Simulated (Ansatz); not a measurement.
# HgPd: further runs on the relaxed cell

The task here is to estimate one member of a computed series from the others.

Computed with Ansatz 0.2.0 (DFT PBEsol, scalar-relativistic, plane waves, PAW, unless a step's input says otherwise).

1 further run of the same task is left out (set aside as unsound or not needed).

**The system as given**

The structure is tetragonal, space group P4/mmm (No. 123). The conventional cell has a = 3.009 Å, b = 3.009 Å, c = 3.742 Å, α = 90.00°, β = 90.00°, γ = 90.00°. Hg (site symmetry 4/mmm) has 8 Pd at 2.83 Å and 4 Hg at 3.01 Å as nearest neighbours. Pd (site symmetry 4/mmm) has 8 Hg at 2.83 Å and 4 Pd at 3.01 Å as nearest neighbours.

Coordinates:

```
Hg Pd
1.0
     3.00947    0.00000    0.00000
     0.00000    3.00947    0.00000
     0.00000    0.00000    3.74236
Hg Pd
1 1
Direct
  0.00000 0.00000 0.00000
  0.50000 0.50000 0.50000
```

This cell was relaxed beforehand with the same method: volume 16.95 Å³/atom, gap on the mesh none (metal).

Set-up of the first run:

The input, input.yaml:

```yaml
crystal:
  lattice:
    - [3.0094656542, 0.0, 0.0]
    - [0.0, 3.0094656542, 0.0]
    - [0.0, 0.0, 3.7423598086]
  atoms:
    - { symbol: Hg, position: [0.0, 0.0, 0.0] }
    - { symbol: Pd, position: [0.5, 0.5, 0.5] }
basis:
  ecutwfc: 420
kpoints:
  mp_grid: { grid: [14, 14, 12] }
  band_path:
    path:
      - [[0.0, 0.0, 0.0], [0.0, 0.5, 0.0], [0.5, 0.5, 0.0], [0.0, 0.0, 0.0], [0.0, 0.0, 0.5], [0.0, 0.5, 0.5], [0.5, 0.5, 0.5], [0.0, 0.0, 0.5]]
      - [[0.0, 0.5, 0.0], [0.0, 0.5, 0.5]]
      - [[0.5, 0.5, 0.0], [0.5, 0.5, 0.5]]
    npoints: 14
hamiltonian:
  xc: pbesol
scf:
  occupations: { method: gaussian, width: 0.1 }
  n_extra_bands: 6
output:
  forces: true
  stress: true
  eigenvalues: true
  populations: true
  dos: { projected: true, de: 0.02, nscf_kmesh: { grid: [21, 21, 18] } }
  bader: true
  write_density: true
  write_potential: true
  elf: true
  volumetric_format: npy
```

On the command line:

```sh
$ ansatz run input.yaml --threads 1 --pin off --max-ram 2560MiB --backend cpu --events-out ev --progress --plain --runs-dir out
```

Among the steps run: Static run: bands, density of states and charges; Back to the database's cell; Point at V/V0 = 0.97; The cell scaled to 1.03 of its volume; Volume × 0.94; Volume × 1.06; Point at V/V0 = 0.91; The cell scaled to 1.10 of its volume; Volume × 0.88.

One of the session's tables, all rows but one given; the rest of the session is left out.

It belongs to the step «Fit of the equation of state». 

| volume (Å³/atom) | energy above the lowest point (meV/atom) | pressure (GPa) |
| --- | --- | --- |
| 14.913 | 148.5 | 26.97 |
| 15.422 | 77.5 | 18.11 |
| 15.930 | 32.0 | 10.84 |
| 16.439 | ? | ? |
| 16.947 | 0.0 | 0.00 |
| 17.455 | 6.6 | -3.98 |
| 17.964 | 24.6 | -7.22 |
| 18.642 | 62.7 | -10.61 |

**Question.** Estimate the row for volume (Å³/atom) = 16.439.

Worked estimate for «energy above the lowest point (meV/atom)». A straight line through the neighbours (15.930, 32.0) and (16.947, 0.0) gives 32.0 + (0.0 − 32.0) × (16.439 − 15.930) / (16.947 − 15.930) = 16.0; a parabola fitted to 4 rows on both sides gives 7.3.

**Answer.** energy above the lowest point (meV/atom): 7.4; pressure (GPa): 4.87. In «energy above the lowest point (meV/atom)» the line misses by +8.6 and the parabola by -0.1.
